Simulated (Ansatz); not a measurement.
WAu: band structure with BLYP

Crystal: WAu.

```
W Au
1.0
     0.00000    2.74798    2.74798
     2.74798    0.00000    2.74798
     2.74798    2.74798    0.00000
W Au
1 1
Direct
  0.00000 0.00000 0.00000
  0.75000 0.75000 0.75000
```

The cell was built by a generator and needn't be a form met in nature.

```
Program                             : Ansatz 0.2.0
Task                                : band structure
Functional                          : BLYP
Potentials or basis                 : Ansatz PAW
Cutoff                              : 420 eV (not typed: the program's choice for these potentials)
k mesh                              : 8 × 8 × 8
Occupations                         : fermi-dirac, width 0.05 eV
Spin                                : no spin polarisation
Path                                : [["G", "X", "W", "K", "G", "L", "U", "W", "L", "K"], ["U", "X"]]
Points for each segment of the path : 14
```

The pressure is 40.7 GPa and the band gap on the k mesh is none (metal or under the smearing width).

Levels at the corners of the path, in eV from the Fermi level:
```csv
point,band 14,band 15,band 16,band 17,band 18,band 19
Γ,-6.37,-0.90,-0.90,-0.90,2.07,2.07
X,-4.25,-3.14,0.33,1.55,1.93,1.93
W,-4.37,-1.75,-1.26,1.25,2.09,2.46
K,-4.45,-2.27,-0.26,0.63,1.70,2.10
Γ,-6.37,-0.90,-0.90,-0.90,2.07,2.07
L,-5.60,-2.07,-0.24,-0.24,1.76,1.76
U,-4.45,-2.27,-0.26,0.63,1.70,2.10
W,-4.37,-1.75,-1.26,1.25,2.09,2.46
L,-5.60,-2.07,-0.24,-0.24,1.76,1.76
K,-4.45,-2.27,-0.26,0.63,1.70,2.10
U,-4.45,-2.27,-0.26,0.63,1.70,2.10
X,-4.25,-3.14,0.33,1.55,1.93,1.93
```

Run time: 4 s on 2 threads of Arm Neoverse V2, on a shared host, peak memory 0.33 GiB.

Caveat: a pressure of tens of GPa on the cell as given is suspect, and the run, the potentials or the cell itself is likely at fault; spin-orbit coupling is left out, which moves the levels of the heavy elements; the PAW data sets come from PBE, with cores solved anew for the run's functional, which leaves a small shift of forces and pressure.
